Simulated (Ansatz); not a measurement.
**ZnCl2: vertical ionisation energy**

One table from this session's results is given with a row withheld; the runs are named, their logs left out.

Program: Ansatz 0.2.0, Gaussian basis. Level of theory: unrestricted cation, the program's frozen cores in correlated methods. These are calculated values, not measurements.

The runs, in order: UKS PBE-D4/def2-TZVPP; UKS r2SCAN-D4/def2-TZVPP; UKS PBE0-D4/def2-TZVPP; UKS B3LYP-D4/def2-TZVPP; UKS wB97X-V/def2-TZVPP; UKS wB97M-V/def2-TZVPP; UKS B2PLYP (frozen core with 3s3p of Cu, Zn)/def2-TZVPP; UHF-CCSD(T) with 3s3p of Cu, Zn/def2-TZVPP; UHF-MP2 with 3s3p of Cu, Zn/def2-QZVPP; extrapolation to the limit; then −ε(HOMO) from the neutral's earlier runs with LDA (SPW92), PBE-D4, revPBE-D4, BLYP-D4, r2SCAN-D4, B97M-V, PBE0-D4, B3LYP-D4, r2SCANh-D4, r2SCAN0-D4, HSE06-D4, BHLYP-D4, CAM-B3LYP-D4, LC-ωPBE, ωB97X-V, ωB97M-V.

## The relaxed structure

All runs share one geometry, relaxed beforehand with PBE0-D4 in a triple-zeta def2 set.

SMILES `[Cl][Zn][Cl]`, 3 atoms, charge 0, spin multiplicity 1.

Atoms are counted from 1 here; the program's logs count them from 0.

Bond lengths: Cl1–Zn2 2.083 Å, Zn2–Cl3 2.083 Å. Angles: Cl1–Zn2–Cl3 180.0°.

Coordinates:

```xyz
3

Cl   -1.71176    0.81417   -0.85579
Zn   -0.00352   -0.02115   -0.00430
Cl    1.70428   -0.85781    0.84679
```

The first run:

The input, in.yaml:

```yaml
crystal:
  periodic: [false, false, false]
  atoms:
    - {symbol: Cl, position_ang: [-1.711760, 0.814165, -0.855790]}
    - {symbol: Zn, position_ang: [-0.003517, -0.021153, -0.004295]}
    - {symbol: Cl, position_ang: [1.704277, -0.857812, 0.846785]}
basis:
  gaussian: {orbitals: def2-TZVPP}
total_charge: 1
magnetization: {spin_polarized: true, initial_magnetization: 1}
hamiltonian: {xc: pbe, dispersion: d4}
```

Launch:

```
> ansatz run in.yaml --threads 4 --pin off --events-out ev --progress --plain --max-ram 10444MiB
```

Steps of the session up to this table: Cation, UKS PBE-D4/def2-TZVPP; Cation, UKS r2SCAN-D4/def2-TZVPP; Cation, UKS PBE0-D4/def2-TZVPP; Cation, UKS B3LYP-D4/def2-TZVPP; Cation, UKS wB97X-V/def2-TZVPP; Cation, UKS wB97M-V/def2-TZVPP; Cation, UKS B2PLYP (frozen core with 3s3p of Cu, Zn)/def2-TZVPP; Cation, UHF-CCSD(T) with 3s3p of Cu, Zn/def2-TZVPP; Cation, UHF-MP2 with 3s3p of Cu, Zn/def2-QZVPP.

One of the session's tables, all rows but one given; the rest of the session is left out.

It belongs to the step «Ionisation energies side by side». Orbital estimates, from the neutral's runs:

```
  functional  −ε(HOMO) (eV)
 LDA (SPW92)           7.93
      PBE-D4           7.75
   revPBE-D4           7.68
     BLYP-D4           7.58
   r2SCAN-D4           8.10
      B97M-V           8.15
     PBE0-D4           9.15
    B3LYP-D4           8.86
  r2SCANh-D4           8.61
  r2SCAN0-D4           9.38
    HSE06-D4           8.74
    BHLYP-D4          10.39
CAM-B3LYP-D4              ?
     LC-ωPBE          11.96
     ωB97X-V          11.57
     ωB97M-V          11.41
```

Estimate the missing values for CAM-B3LYP-D4.

As computed: −ε(HOMO) (eV): 10.52. In the column «−ε(HOMO) (eV)» it lies between BHLYP-D4 (10.39) and ωB97M-V (11.41).
